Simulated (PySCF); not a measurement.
# C5H12BO2: the cost of one run

Computed with PySCF 2.14.0 and routines of our own; the level stands in each step. Atoms count from 0.

## 1. The starting structure

20 atoms, charge 0, multiplicity 2; geometry from: GFN2-xTB.

## 2. Open-shell or spin-flip excitations: unrestricted TDA CAM-B3LYP/def2-SVP

What the job is given:

```
{"job": {"kind": "uabs", "xc": "CAM-B3LYP", "basis": "def2-SVP", "nstates": 10, "tda": true}, "charge": 0, "multiplicity": 2}
C      2.836473     0.088064    -0.083021
C      1.402305     0.575570     0.083498
C      0.445547    -0.575537     0.388269
C     -0.971726    -0.129485     0.611634
C     -1.963613    -1.223864     0.880591
B     -1.565460     0.729874    -0.908633
O     -1.456265     0.028226    -1.924567
O     -1.988757     1.943817    -0.469693
H      3.187486    -0.393432     0.827775
H      2.902297    -0.629447    -0.897545
H      3.498288     0.921301    -0.306710
H      1.074421     1.067887    -0.833262
H      1.356525     1.309401     0.891500
H      0.476655    -1.302528    -0.425449
H      0.785926    -1.086482     1.299200
H     -1.050655     0.700123     1.310906
H     -1.749415    -1.684863     1.848593
H     -1.904865    -1.991431     0.112950
H     -2.978071    -0.834026     0.912468
H     -2.342243     2.497509    -1.165774
```

Level: unrestricted TDA CAM-B3LYP/def2-SVP, vertical, gas phase, core orbitals frozen in the response.

Command:

```sh
> OMP_NUM_THREADS=1 python excited_run.py task.json out
```

This one command runs all jobs of the session in turn.

Q: Estimate the wall time and peak memory of this first job on 1 thread of Arm Neoverse N1, shared host.

About 1.9 min, with a peak of 0.76 GiB.
